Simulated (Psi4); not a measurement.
**CH3InO (SMILES [H][In]([H])([H])<-[C-]#[O+]): DSD-PBEP86/def2-SVP (core potential, density fitting for correlation)**

Aim: the vertical singlet–triplet gap of CH3InO at DSD-PBEP86/def2-SVP (core potential, density fitting for correlation), from 2 runs. 

The calculation is run with Psi4 1.11.

## 1. Starting point

CH3InO has 6 atoms, charge 0, and is taken as a singlet. SMILES: `[H][In]([H])([H])<-[C-]#[O+]`. Geometry: a GFN1-xTB relaxation, a rough one for these elements and not checked as a minimum.

Bond lengths: In1–C2 2.441 Å, C2–O3 1.120 Å, In1–H4 1.701 Å, In1–H5 1.700 Å, In1–H6 1.701 Å. Angles: In1–C2–O3 178.1°, C2–In1–H4 93.1°, C2–In1–H5 94.1°, C2–In1–H6 93.2°, H4–In1–H5 119.8°, H4–In1–H6 119.5°, H5–In1–H6 119.7°.

## 2. A single-point energy at DSD-PBEP86/def2-SVP (core potential, density fitting for correlation)

File ch3ino.py:

```python
import psi4

psi4.set_memory(1600000000)
psi4.set_num_threads(1)
psi4.set_output_file('run.log', False)

m = psi4.geometry("""
0 1
In    -0.014220    -0.000860    -0.949190
C      0.011440     0.017450     1.491920
O      0.045080    -0.004700     2.611200
H      1.683720     0.000680    -1.058710
H     -0.869060     1.463800    -1.072380
H     -0.856960    -1.476380    -1.022840
symmetry c1
""")

psi4.set_options({
    'puream': True,
    'e_convergence': 1e-09,
    'd_convergence': 1e-08,
    'scf_type': 'pk',
    'dft_radial_points': 99,
    'dft_spherical_points': 590,
    'num_frozen_docc': 6,
})

energy_value = psi4.energy('dsd-pbep86/def2-SVP')
print(f'total energy {energy_value:.8f} hartree = {energy_value * 27.211386:.5f} eV')
for k, v in sorted(psi4.core.scalar_variables().items()):
    print(f'{k:45s} {v:18.10f}')
```

On the command line:

```console
$ python ch3ino.py
```

run.log:

```text
[...]
    !!!  WARNING: ECP capability is in beta. Please check occupations closely.  !!!
[...]
  Running in c1 symmetry.
[...]
  Nuclear repulsion =  101.357920285658309
[...]
  Multiplicity = 1
[...]
  Nalpha       = 19
  Nbeta        = 19
[...]
    Number of basis functions: 69
[...]
   @RKS iter   1:  -304.17788988043714   -1.67843e+00   4.14755e-03 DIIS/ADIIS
[...]
   @RKS iter  10:  -304.21992516631553   -2.67164e-12   7.04325e-09 DIIS
[...]
    Orbital Energies [Eh]
    ---------------------
    Doubly Occupied:
       1A    -20.222954     2A    -11.050135     3A     -5.122520
       4A     -3.435093     5A     -3.426039     6A     -3.426029
       7A     -1.445786     8A     -0.933724     9A     -0.921505
      10A     -0.921483    11A     -0.919448    12A     -0.919373
      13A     -0.771611    14A     -0.641475    15A     -0.641467
      16A     -0.614583    17A     -0.469431    18A     -0.360536
      19A     -0.360376
[...]
  @RKS Final Energy:  -304.21992516631553
   => Energetics <=
    Nuclear Repulsion Energy =            101.3579202856583095
    One-Electron Energy =                -691.5029308273766446
    Two-Electron Energy =                 295.0422409835906024
    DFT Exchange-Correlation Energy =      -9.1171556081878187
    Empirical Dispersion Energy =           0.0000000000000000
    VV10 Nonlocal Energy =                  0.0000000000000000
    Total Energy =                       -304.2199251663155337
[...]
 Multipole Moments:
 ------------------------------------------------------------------------------------
     Multipole            Electronic (a.u.)      Nuclear  (a.u.)        Total (a.u.)
 ------------------------------------------------------------------------------------
 L = 1.  Multiply by 2.5417464519 to convert [e a0] to [Debye]
 Dipole X            :         -0.5664773            0.5696358            0.0031585
 Dipole Y            :         -0.0464057            0.0586625            0.0122567
 Dipole Z            :        -37.9320603           38.6363226            0.7042623
 Magnitude           :                                                    0.7043761
[...]
```

The script printed:

```text
total energy -304.43455458 hartree = -8284.08618 eV
CURRENT ENERGY                                   -304.4345545833
CURRENT REFERENCE ENERGY                         -304.2199251663
DD SOLVATION ENERGY                                 0.0000000000
DFT FUNCTIONAL TOTAL ENERGY                      -304.2199251663
DFT TOTAL ENERGY                                 -304.4345545833
DFT VV10 ENERGY                                     0.0000000000
DFT XC ENERGY                                      -9.1171556082
DOUBLE-HYBRID CORRECTION ENERGY                    -0.2146294169
DSD-PBEP86 DOUBLE-HYBRID CORRECTION ENERGY         -0.2146294169
DSD-PBEP86 TOTAL ENERGY                          -304.4345545833
GRID ELECTRONS ALPHA                               18.9999997447
GRID ELECTRONS BETA                                18.9999997447
GRID ELECTRONS TOTAL                               37.9999994894
NUCLEAR REPULSION ENERGY                          101.3579202857
ONE-ELECTRON ENERGY                              -691.5029308274
PCM POLARIZATION ENERGY                             0.0000000000
PE ENERGY                                           0.0000000000
SCF ITERATION ENERGY                             -304.2199251663
SCF ITERATIONS                                     10.0000000000
SCF TOTAL ENERGY                                 -304.2199251663
TWO-ELECTRON ENERGY                               295.0422409836
XC GRID RADIAL POINTS                              99.0000000000
XC GRID SPHERICAL POINTS                          590.0000000000
XC GRID TOTAL POINTS                           335658.0000000000
```

Wall time 12 s (1 thread of AMD EPYC 7R43 (Zen 3), shared host); peak memory 0.82 GiB.

## 3. The triplet

File ch3ino.json:

```json
{
  "schema_name": "qcschema_input",
  "schema_version": 1,
  "molecule": {
    "schema_name": "qcschema_molecule",
    "schema_version": 2,
    "symbols": ["In", "C", "O", "H", "H", "H"],
    "geometry": [-0.02687191, -0.00162516, -1.79370914, 0.02161847, 0.03297572, 2.8193202, 0.08518885, -0.00888171, 4.93445286, 3.18176967, 0.00128501, -2.00067195, -1.64228539, 2.7661811, -2.0265045, -1.6194197, -2.78995386, -1.93288747],
    "molecular_charge": 0,
    "molecular_multiplicity": 3,
    "fix_symmetry": "c1"
  },
  "driver": "energy",
  "model": {
    "method": "dsd-pbep86",
    "basis": "def2-SVP"
  },
  "keywords": {
    "reference": "uks",
    "puream": true,
    "e_convergence": 1e-09,
    "d_convergence": 1e-08,
    "scf_type": "pk",
    "dft_radial_points": 99,
    "dft_spherical_points": 590,
    "num_frozen_docc": 6,
    "maxiter": 200
  }
}
```

On the command line:

```console
$ psi4 --qcschema ch3ino.json -n 1 --memory 1600MB
```

stdout:

```text
[...]
    !!!  WARNING: ECP capability is in beta. Please check occupations closely.  !!!
[...]
  Running in c1 symmetry.
[...]
  Nuclear repulsion =  101.357920274929910
[...]
  Multiplicity = 3
[...]
  Nalpha       = 20
  Nbeta        = 18
[...]
    Number of basis functions: 69
[...]
   @UKS iter   1:  -303.90701447011173   -1.37177e+00   5.37042e-03 DIIS/ADIIS
[...]
   @UKS iter  36:  -303.99203164141505    1.93836e-11   4.68282e-09 DIIS
[...]
   @S^2 Observed:                2.034787718E+00
[...]
    Orbital Energies [Eh]
    ---------------------
    Alpha Occupied:
       1A    -20.039866     2A    -10.867784     3A     -5.191476
       4A     -3.506304     5A     -3.495299     6A     -3.492978
       7A     -1.283083     8A     -1.010679     9A     -0.996084
      10A     -0.991249    11A     -0.985863    12A     -0.979698
      13A     -0.666350    14A     -0.621856    15A     -0.544308
      16A     -0.515667    17A     -0.482840    18A     -0.444000
      19A     -0.422244    20A     -0.135583
    Alpha Virtual:
      21A      0.005164    22A      0.067090    23A      0.087571
      24A      0.106760    25A      0.153009    26A      0.183914
[...]
  @UKS Final Energy:  -303.99203164141505
   => Energetics <=
    Nuclear Repulsion Energy =            101.3579202749299100
    One-Electron Energy =                -691.9739724976377602
    Two-Electron Energy =                 295.7550954297345243
    DFT Exchange-Correlation Energy =      -9.1310748484417701
    Empirical Dispersion Energy =           0.0000000000000000
    VV10 Nonlocal Energy =                  0.0000000000000000
    Total Energy =                       -303.9920316414150534
[...]
 Multipole Moments:
 ------------------------------------------------------------------------------------
     Multipole            Electronic (a.u.)      Nuclear  (a.u.)        Total (a.u.)
 ------------------------------------------------------------------------------------
 L = 1.  Multiply by 2.5417464519 to convert [e a0] to [Debye]
 Dipole X            :          0.2397428            0.5696359            0.8093787
 Dipole Y            :         -0.0339351            0.0586624            0.0247274
 Dipole Z            :        -41.2607597           38.6363226           -2.6244371
 Magnitude           :                                                    2.7465206
[...]
```

The result, in JSON:

```text
{
 "driver": "energy",
 "model": {
  "method": "dsd-pbep86",
  "basis": "def2-SVP"
 },
 "success": true,
 "return_result": -304.19514763069174,
 "properties": {
  "calcinfo_nbasis": 69,
  "calcinfo_nmo": 69,
  "calcinfo_nalpha": 20,
  "calcinfo_nbeta": 18,
  "calcinfo_natom": 6,
  "nuclear_repulsion_energy": 101.35792027492991,
  "return_energy": -304.19514763069174,
  "scf_one_electron_energy": -691.9739724976378,
  "scf_two_electron_energy": 295.7550954297345,
  "scf_xc_energy": -9.13107484844177,
  "scf_dipole_moment": [0.8093786814979452, 0.02472737038378675, -2.62443708343978],
  "scf_total_energy": -303.99203164141505,
  "scf_iterations": 36
 }
}
```

Run time: 44 s. Hardware: 1 thread of AMD EPYC 7R43 (Zen 3), shared host; peak memory 0.82 GiB.

## 4. Results

At DSD-PBEP86/def2-SVP (core potential, density fitting for correlation), 6 core orbitals frozen:

```
                                                         quantity          value
                                            singlet: total energy  -304.43455 Eh
                       singlet: HOMO energy (SCF part's orbitals)       -9.81 eV
                       singlet: LUMO energy (SCF part's orbitals)        0.73 eV
                     singlet: HOMO–LUMO gap (SCF part's orbitals)       10.53 eV
                                            triplet: total energy  -304.19515 Eh
triplet: HOMO energy (SCF part's orbitals) (highest over α and β)       -3.69 eV
                                                    triplet: ⟨S²⟩          2.035
                 vertical energy of the triplet above the singlet       6.515 eV
```

What this shows: At this shape the triplet lies 6.51 eV (629 kJ/mol) above the singlet.
